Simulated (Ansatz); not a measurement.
# DyMgSb3: the cost of one run

Method: DFT PBE, scalar-relativistic, plane waves, PAW; 4f electrons in the core of a trivalent norm-conserving potential, in Ansatz 0.2.0.

### 1 Starting point

It takes space group Pmmm (No. 47, orthorhombic). Conventional cell: a = 4.740 Å, b = 5.005 Å, c = 6.152 Å, α = 90.00°, β = 90.00°, γ = 90.00°. Around Dy (site symmetry mmm) lie 4 Sb at 2.91 Å. Mg (site symmetry mmm) is surrounded by 12 Sb at 3.72 to 3.88 Å and 4 Dy at 3.97 Å. Sb (site symmetry mm2) is surrounded by 3 Sb at 2.77 to 3.02 Å and 2 Dy at 2.91 Å. Sb (site symmetry mmm) has 4 Sb at 3.02 Å and 4 Dy at 3.45 Å as nearest neighbours.

As a file:

```
Dy Mg Sb
1.0
     4.74045    0.00000    0.00000
     0.00000    5.00460    0.00000
     0.00000    0.00000    6.15206
Dy Mg Sb
1 1 3
Direct
  0.50000 0.50000 0.50000
  0.50000 0.00000 0.00000
  0.00000 0.50000 0.77457
  0.00000 0.50000 0.22543
  0.00000 0.00000 0.50000
```

The cell is invented: random cell by space group and Wyckoff sites (Pmmm, No. 47). The dimensions are guesses.

### 2 Probe: one point on a coarse mesh

Contents of input.yaml:

```yaml
crystal:
  lattice:
    - [4.74044903, 0.0, 0.0]
    - [0.0, 5.00460268, 0.0]
    - [0.0, 0.0, 6.15206361]
  atoms:
    - { symbol: Dy, position: [0.5, 0.5, 0.5] }
    - { symbol: Mg, position: [0.5, 0.0, 0.0] }
    - { symbol: Sb, position: [0.0, 0.5, 0.77456651] }
    - { symbol: Sb, position: [0.0, 0.5, 0.22543349] }
    - { symbol: Sb, position: [0.0, 0.0, 0.5] }
basis:
  ecutwfc: 630
kpoints:
  mp_grid: { grid: [4, 4, 4] }
hamiltonian:
  xc: pbe
  pseudopotentials:
    kind: paw
    azcp: { Dy: "pseudopotentials/pbe/nc/lanthanide_3plus/Dy.nc.azcp" }
scf:
  occupations: { method: gaussian, width: 0.1 }
  lower_state_search: "off"
output:
  forces: true
  stress: true
  eigenvalues: true
```

On the command line:

```bash
$ ansatz run input.yaml --threads 1 --pin off --max-ram 2560MiB --backend cpu --events-out ev --progress --plain --runs-dir out
```

What time and memory should one allow on 1 thread of Arm Neoverse V2, shared host?

About 14 s, with a peak of 0.53 GiB.
